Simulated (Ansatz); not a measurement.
# BClH4SeSi: harmonic frequencies at the relaxed geometry in Python

At which frequencies does BClH4SeSi vibrate? Aim: harmonic frequencies at the relaxed geometry, for BClH4SeSi, run from a script.

All numbers are computed with Ansatz 0.2.0, driven from Python. Level of theory: Hartree-Fock/def2-SVP.

**1. The structure**

Bond lengths: Si1–Se2 2.247 Å, Se2–B3 1.995 Å, B3–Cl4 1.948 Å, Si1–H5 1.478 Å, Si1–H6 1.548 Å, Si1–H7 1.471 Å, B3–H8 1.143 Å. Angles: Si1–Se2–B3 88.6°, Se2–Si1–H5 111.7°, Se2–Si1–H6 108.6°, Se2–Si1–H7 111.6°, H5–Si1–H6 106.7°, H5–Si1–H7 110.9°, H6–Si1–H7 107.1°, Se2–B3–Cl4 119.6°, Se2–B3–H8 123.6°, Cl4–B3–H8 116.8°.

The script holds or builds the structure itself.

**2. The code**

bclh4sesi.py

```python
import ansatz as az
from ase import Atoms
from ase.thermochemistry import IdealGasThermo
import numpy as np

GEOMETRY = '''
Si   -0.76350    0.87680   -0.55180
Se   -0.47510    0.12090    1.54480
B     0.79290   -1.24160    0.82750
Cl    2.69050   -0.81910    0.70100
H    -1.33990   -0.16040   -1.43340
H    -1.77640    2.04670   -0.51880
H     0.48930    1.40540   -1.11340
H     0.47440   -2.28570    0.48830
'''


def main() -> None:
    geometry = az.Crystal.molecule()
    for line in GEOMETRY.strip().splitlines():
        symbol, *xyz = line.split()
        geometry = geometry.atom(symbol, [float(v) for v in xyz])

    job = geometry.calculation().basis(gaussian='def2-SVP').functional('hf')
    symbols = [site.symbol for site in geometry.cartesian_sites]
    start = np.array([site.position_ang for site in geometry.cartesian_sites], dtype=float)
    r = job.relax(force_tolerance=0.003).run(threads=1, pin='off').report
    end = np.array(r['positions_ang'])

    print('bond        before    after (A)')
    for i, j in [(0, 1), (0, 4), (0, 5), (0, 6), (1, 2), (2, 3), (2, 7)]:
        d0, d1 = (np.linalg.norm(xyz[i] - xyz[j]) for xyz in (start, end))
        print(f'{symbols[i]}{i}-{symbols[j]}{j}'.ljust(10), f'{d0:8.4f} {d1:8.4f}')

    minimum = az.Crystal.molecule()
    for symbol, xyz in zip(symbols, end):
        minimum = minimum.atom(symbol, xyz.tolist())
    vibrating = minimum.calculation().basis(gaussian='def2-SVP').functional('hf').phonons(temperatures=(100, 500, 100))
    vib = vibrating.run(threads=1, pin='off').report['vibrations']
    sums = vib['harmonic_sums']
    modes = [m['omega_inv_cm'] for m in sums['modes_at_gamma'] if m['rigid_motion'] == 'no']
    for number, w in enumerate(modes, start=1):
        print(f'mode {number:2d} {w:9.1f} 1/cm {w / 8065.544 * 1000:8.2f} meV')
    print('imaginary modes:', sum(w < 0 for w in modes), ' zero-point energy:', round(sums['zero_point_energy_ev'], 4), 'eV')
    gas = IdealGasThermo(vib_energies=[w / 8065.544 for w in modes if w > 0], geometry='linear' if len(modes) == 3 * len(symbols) - 5 else 'nonlinear',
                         atoms=Atoms(symbols, positions=end), symmetrynumber=1, spin=0.0)
    print(f'H(298 K) - E = {gas.get_enthalpy(298.15, verbose=False):.4f} eV')
    print(f'S(298 K, 1 bar) = {96485.33 * gas.get_entropy(298.15, 1e5, verbose=False):.1f} J/(mol K) with symmetry number 1')


if __name__ == '__main__':
    main()
```

**3. The calls as engine input**

The engine receives this input (first run):

```yaml
crystal:
  periodic: [false, false, false]
  atoms:
    - { symbol: Si, position_ang: [-0.7635, 0.8768, -0.5518] }
    - { symbol: Se, position_ang: [-0.4751, 0.1209, 1.5448] }
    - { symbol: B, position_ang: [0.7929, -1.2416, 0.8275] }
    - { symbol: Cl, position_ang: [2.6905, -0.8191, 0.701] }
    - { symbol: H, position_ang: [-1.3399, -0.1604, -1.4334] }
    - { symbol: H, position_ang: [-1.7764, 2.0467, -0.5188] }
    - { symbol: H, position_ang: [0.4893, 1.4054, -1.1134] }
    - { symbol: H, position_ang: [0.4744, -2.2857, 0.4883] }
basis:
  gaussian:
    orbitals: def2-SVP
hamiltonian:
  xc: hf
relax:
  f_tol: 0.003
```

**4. Launch**

Started as:

```console
python bclh4sesi.py
```

Standard output:

```text
bond        before    after (A)
Si0-Se1      2.2473   2.3102
Si0-H4       1.4783   1.4770
Si0-H5       1.5478   1.4760
Si0-H6       1.4712   1.4770
Se1-B2       1.9947   1.9394
B2-Cl3       1.9482   1.7583
B2-H7        1.1431   1.1910
mode  1      72.1 1/cm     8.94 meV
mode  2     102.9 1/cm    12.76 meV
mode  3     115.3 1/cm    14.29 meV
mode  4     239.2 1/cm    29.66 meV
mode  5     407.5 1/cm    50.52 meV
mode  6     637.1 1/cm    78.99 meV
mode  7     649.8 1/cm    80.57 meV
mode  8     689.1 1/cm    85.44 meV
mode  9     817.2 1/cm   101.32 meV
mode 10     889.3 1/cm   110.26 meV
mode 11    1000.5 1/cm   124.05 meV
mode 12    1019.2 1/cm   126.37 meV
mode 13    1034.2 1/cm   128.22 meV
mode 14    1169.6 1/cm   145.01 meV
mode 15    2355.5 1/cm   292.04 meV
mode 16    2359.3 1/cm   292.51 meV
mode 17    2368.1 1/cm   293.61 meV
mode 18    2792.1 1/cm   346.18 meV
imaginary modes: 0  zero-point energy: 1.1604 eV
H(298 K) - E = 1.3631 eV
S(298 K, 1 bar) = 352.5 J/(mol K) with symmetry number 1
```

Run time: 4.8 min. Hardware: 1 thread of Intel Xeon Platinum 8488C (Sapphire Rapids), shared host; peak memory 0.35 GiB.

**5. What changed from run to run**

The engine's inputs for the other runs:

Run 2, against run 1:

```diff
@@ -4,8 +4,8 @@
-    - { symbol: Si, position_ang: [-0.7635, 0.8768, -0.5518] }
-    - { symbol: Se, position_ang: [-0.4751, 0.1209, 1.5448] }
-    - { symbol: B, position_ang: [0.7929, -1.2416, 0.8275] }
-    - { symbol: Cl, position_ang: [2.6905, -0.8191, 0.701] }
-    - { symbol: H, position_ang: [-1.3399, -0.1604, -1.4334] }
-    - { symbol: H, position_ang: [-1.7764, 2.0467, -0.5188] }
-    - { symbol: H, position_ang: [0.4893, 1.4054, -1.1134] }
-    - { symbol: H, position_ang: [0.4744, -2.2857, 0.4883] }
+    - { symbol: Si, position_ang: [-0.9744841692978887, 0.8995141540084017, -0.6258028824101451] }
+    - { symbol: Se, position_ang: [0.06685926949845421, 0.3952105714036939, 1.3737776538998105] }
+    - { symbol: B, position_ang: [1.1806758378517896, -1.0700810648027064, 0.7626192757233079] }
+    - { symbol: Cl, position_ang: [2.2458665648691065, -1.894051284251895, 1.8931581661002848] }
+    - { symbol: H, position_ang: [-1.737541837226029, -0.2678414434142238, -1.1122387914275669] }
+    - { symbol: H, position_ang: [-1.8849810785918422, 2.025388984594267, -0.33952739234275725] }
+    - { symbol: H, position_ang: [0.027050642536236926, 1.292792158185957, -1.6376614362739281] }
+    - { symbol: H, position_ang: [1.1687547703601726, -1.4379320757234935, -0.3701245932690064] }
@@ -17,2 +17,5 @@
-relax:
-  f_tol: 0.003
+phonons:
+  temperatures:
+    t_min: 100.0
+    t_max: 500.0
+    t_step: 100.0
```

Lines on the test bed's own set-up are left out of the output.

**6. Run by run**

From the records of these 2 runs:

| run | kind of run | energy from run 2 (eV) | SCF cycles in all | CPU time (s) |
| --- | --- | --- | --- | --- |
| 1 | relaxation | 0.0000 | 228 | 130 |
| 2 | phonons | 0.0000 | 300 | 150 |

**7. The relaxation of run 1, step by step**

Step by step:

| step | energy from step 1 (eV) | largest force component (eV/Å) |
| --- | --- | --- |
| 1 | 0.0000 | 2.9539 |
| 2 | -0.3492 | 1.4426 |
| 3 | -0.4744 | 0.6895 |
| 4 | -0.4893 | 0.4892 |
| 5 | -0.5092 | 0.1489 |
| 6 | -0.5238 | 0.1392 |
| 7 | -0.5363 | 0.3443 |
| 8 | -0.5620 | 0.3527 |
| 9 | -0.5872 | 1.1055 |
| 10 | -0.6170 | 0.9310 |
| 11 | -0.7512 | 0.5889 |
| 12 | -0.8402 | 0.3103 |
| 13 | -0.8838 | 0.2486 |
| 14 | -0.9124 | 0.0954 |
| 15 | -0.9152 | 0.1376 |
| 16 | -0.9008 | 0.4001 |
| 17 | -0.9186 | 0.0486 |
| 18 | -0.9201 | 0.0371 |
| 19 | -0.9208 | 0.0545 |
| 20 | -0.9211 | 0.0555 |
| 21 | -0.9215 | 0.0402 |
| 22 | -0.9213 | 0.1010 |
| 23 | -0.9217 | 0.0499 |
| 24 | -0.9220 | 0.0248 |
| 25 | -0.9220 | 0.0292 |
| 26 | -0.9221 | 0.0259 |
| 27 | -0.9221 | 0.0180 |
| 28 | -0.9221 | 0.0097 |
| 29 | -0.9221 | 0.0063 |
| 30 | -0.9221 | 0.0051 |
| 31 | -0.9221 | 0.0003 |

Step 1 is the start. Steps 16, 22, 30 were tried and not accepted.

Before: Bond lengths: Si1–Se2 2.247 Å, Se2–B3 1.995 Å, B3–Cl4 1.948 Å, Si1–H5 1.478 Å, Si1–H6 1.548 Å, Si1–H7 1.471 Å, B3–H8 1.143 Å. Angles: Si1–Se2–B3 88.6°, Se2–Si1–H5 111.7°, Se2–Si1–H6 108.6°, Se2–Si1–H7 111.6°, H5–Si1–H6 106.7°, H5–Si1–H7 110.9°, H6–Si1–H7 107.1°, Se2–B3–Cl4 119.6°, Se2–B3–H8 123.6°, Cl4–B3–H8 116.8°.

After: Bond lengths: Si1–Se2 2.310 Å, Se2–B3 1.939 Å, B3–Cl4 1.758 Å, Si1–H5 1.477 Å, Si1–H6 1.476 Å, Si1–H7 1.477 Å, B3–H8 1.191 Å. Angles: Si1–Se2–B3 98.7°, Se2–Si1–H5 110.2°, Se2–Si1–H6 106.1°, Se2–Si1–H7 110.2°, H5–Si1–H6 110.4°, H5–Si1–H7 109.6°, H6–Si1–H7 110.4°, Se2–B3–Cl4 120.0°, Se2–B3–H8 121.8°, Cl4–B3–H8 118.2°.

**8. Harmonic frequencies**

Frequencies (cm⁻¹; negative: imaginary): 72, 103, 115, 239, 408, 637, 650, 689, 817, 889, 1001, 1019, 1034, 1170, 2355, 2359, 2368, 2792.

**9. Summary of results**

```
                             quantity        value
                        runs compared            2
     moves of the relaxation of run 1           27
               energy gained in run 1     0.922 eV
last largest force component of run 1  0.0003 eV/Å
                    highest frequency    2792 cm⁻¹
                      imaginary modes            0
                    zero-point energy     1.160 eV
```

What this shows: Run 1: The relaxation took 27 moves; the largest shift is 1.666 Å, of atom 4 (Cl). So large a move can change the bonding: the results belong to the relaxed structure. All frequencies are real, so the geometry is a minimum. The values are harmonic; measured fundamentals also hold anharmonic shifts, mostly downward for stretches. The frequencies are harmonic and unscaled, in a modest basis. The result belongs to the one conformer reached from this start, and soft torsions count as harmonic oscillators. The entropy takes a symmetry number of 1; a symmetric molecule's is lower by R ln(sigma).
